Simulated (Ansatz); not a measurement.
# InTeO2: the cost of one run

Program: Ansatz 0.2.0. Level of theory: DFT PBE, scalar-relativistic, plane waves, PAW. These are calculated values, not measurements.

### Step 1. The starting structure

It takes space group P6/mmm (No. 191, hexagonal). The conventional cell has a = 4.190 Å, b = 4.190 Å, c = 5.306 Å, α = 90.00°, β = 90.00°, γ = 120.00°. Around In (site symmetry 6/mmm) lie 6 O at 2.42 Å and 2 Te at 2.65 Å. Te (site symmetry 6/mmm) has 2 In at 2.65 Å in its first shell of neighbours. O (site symmetry -6m2) has 3 O at 2.42 Å and 3 In at 2.42 Å in its first shell of neighbours.

As a file:

```cif
data_structure
_symmetry_space_group_name_H-M 'P6/mmm'
_symmetry_Int_Tables_number 191
_cell_length_a 4.1903
_cell_length_b 4.1903
_cell_length_c 5.3061
_cell_angle_alpha 90.000
_cell_angle_beta 90.000
_cell_angle_gamma 120.000
_cell_volume 80.69
loop_
_atom_site_label
_atom_site_type_symbol
_atom_site_symmetry_multiplicity
_atom_site_Wyckoff_symbol
_atom_site_fract_x
_atom_site_fract_y
_atom_site_fract_z
_atom_site_occupancy
In1 In 1 b 0.00000 0.00000 0.50000 1
Te1 Te 1 a 0.00000 0.00000 0.00000 1
O1 O 2 d 0.33333 0.66667 0.50000 1
```

A structure generator made this guess: random cell by space group and Wyckoff sites (P6/mmm, No. 191). Its size is a rough estimate.

### Step 2. A first look at the guess

Input file input.yaml:

```yaml
crystal:
  lattice:
    - [4.19030401, 0.0, 0.0]
    - [-2.09515201, 3.62890972, 0.0]
    - [0.0, 0.0, 5.30610792]
  atoms:
    - { symbol: In, position: [0.0, 0.0, 0.5] }
    - { symbol: Te, position: [0.0, 0.0, 0.0] }
    - { symbol: O, position: [0.33333333, 0.66666667, 0.5] }
    - { symbol: O, position: [0.66666667, 0.33333333, 0.5] }
basis:
  ecutwfc: 420
kpoints:
  mp_grid: { grid: [6, 6, 4] }
hamiltonian:
  xc: pbe
scf:
  occupations: { method: gaussian, width: 0.1 }
  lower_state_search: "off"
output:
  forces: true
  stress: true
  eigenvalues: true
```

On the command line:

```console
$ ansatz run input.yaml --threads 1 --pin off --max-ram 2560MiB --backend cpu --events-out ev --progress --plain --runs-dir out
```

What time and memory should one allow on 1 thread of Intel Xeon at 2.50GHz (Skylake/Cascade Lake), shared host?

About 6.2 s, with a peak of 0.39 GiB.
